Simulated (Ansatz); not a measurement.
# GaHCl radical: one species, many methods

How much do the methods differ for GaHCl radical? The plan is to run it at one geometry with functionals of several rungs and with coupled cluster, and see how far each lands from CCSD(T) at the basis-set limit for the atomisation energy.

Computed with Ansatz 0.2.0, Gaussian basis. Level: functionals in def2-TZVPP, the program's frozen cores in correlated methods.

The runs, in order: LDA (SPW92), PBE-D4, revPBE-D4, BLYP-D4, r2SCAN-D4, B97M-V, PBE0-D4, B3LYP-D4, r2SCANh-D4, r2SCAN0-D4, HSE06-D4, BHLYP-D4, CAM-B3LYP-D4, LC-ωPBE, ωB97X-V, ωB97M-V, B2PLYP, PBE-QIDH; CCSD(T)/def2-SVP; CCSD(T)/def2-TZVPP; MP2/def2-QZVPP; extrapolation to the limit; RPA on PBE.

**1. The geometry**

The geometry comes from an earlier relaxation with PBE0-D4 in a triple-zeta def2 set; it is a stationary point.

SMILES `[Cl][GaH]`, 3 atoms, charge 0, spin multiplicity 2.

Atoms are counted from 1 here; the program's logs count them from 0.

Bond lengths: Cl1–Ga2 2.168 Å, Ga2–H3 1.604 Å. Angles: Cl1–Ga2–H3 115.5°.

Geometry (Å):

```
Cl    1.53070   -0.19128    0.80574
Ga   -0.33108   -0.58348   -0.23278
H    -1.21053    0.70996   -0.58626
```

**2. LDA**

This LDA is Slater exchange with PW92 correlation.

in.yaml

```yaml
crystal:
  periodic: [false, false, false]
  atoms:
    - {symbol: Cl, position_ang: [1.530703, -0.191276, 0.805739]}
    - {symbol: Ga, position_ang: [-0.331077, -0.583482, -0.232784]}
    - {symbol: H, position_ang: [-1.210526, 0.709958, -0.586256]}
basis:
  gaussian: {orbitals: def2-TZVPP}
magnetization: {spin_polarized: true, initial_magnetization: 1}
hamiltonian: {xc: lda}
output: {orbitals: {seedname: orbitals}}
```

The runs that follow: PBE-D4 (GGA); revPBE-D4 (GGA); BLYP-D4 (GGA); r2SCAN-D4 (meta-GGA); B97M-V (meta-GGA); PBE0-D4 (hybrid); B3LYP-D4 (hybrid); r2SCANh-D4 (hybrid); r2SCAN0-D4 (hybrid); HSE06-D4 (hybrid); BHLYP-D4 (hybrid); CAM-B3LYP-D4 (range-separated); LC-ωPBE-D4 (range-separated); ωB97X-V (range-separated); ωB97M-V (range-separated); B2PLYP (double hybrid); PBE-QIDH (double hybrid); CCSD(T) in def2-SVP; CCSD(T) in def2-TZVPP; MP2 in def2-QZVPP; RPA on PBE orbitals.

**Question.** What will the summary of the whole plan be? Wanted: atomisation energy, CCSD(T)/CBS; farthest beyond LDA; mean size of error, GGA; mean size of error, meta-GGA; mean size of error, hybrid; mean size of error, range-separated; mean size of error, double hybrid; gap, smallest and largest; T1 diagnostic.

The runs gave:

```
                               quantity                                               value
        atomisation energy, CCSD(T)/CBS                                            6.036 eV
    functionals within 0.060 eV (1.0 %)  revPBE-D4, PBE0-D4, CAM-B3LYP-D4, LC-ωPBE, ωB97M-V
                    farthest beyond LDA                               r2SCAN-D4 (+0.278 eV)
                mean size of error, GGA                                            0.098 eV
           mean size of error, meta-GGA                                            0.263 eV
             mean size of error, hybrid                                            0.125 eV
    mean size of error, range-separated                                            0.055 eV
      mean size of error, double hybrid                                            0.096 eV
              gap, smallest and largest            0.95 eV (LDA (SPW92)), 8.06 eV (LC-ωPBE)
                          T1 diagnostic                                              0.0147
triples share of the correlation energy                                               4.0 %
```

What this shows: The LDA atomisation energy is off by 0.979 eV (16 %): it overbinds. PBE-D4 misses by +0.104 eV. Double hybrids carry the basis error of their MP2 part in triple zeta, and no dispersion term here, so their miss is partly the set-up's. Taken by rung, range-separated functionals do best (0.055 eV on average) and meta-GGA ones worst beyond LDA (0.263 eV). Misses under about 0.060 eV are within the doubt on the reference itself, which lacks core-valence correlation, relativity and higher excitations, and its outer-core shells are covered unevenly. Hartree-Fock recovers 77 % of the binding; the rest is correlation. CCSD(T) in def2-SVP is off by -0.398 eV, more than most functionals: a good method in a small basis is no reference. Orbital gaps span 0.9 to 8.1 eV; exact exchange widens them. Correlated methods include outer-core shells of Ga, which these sets cover unevenly.
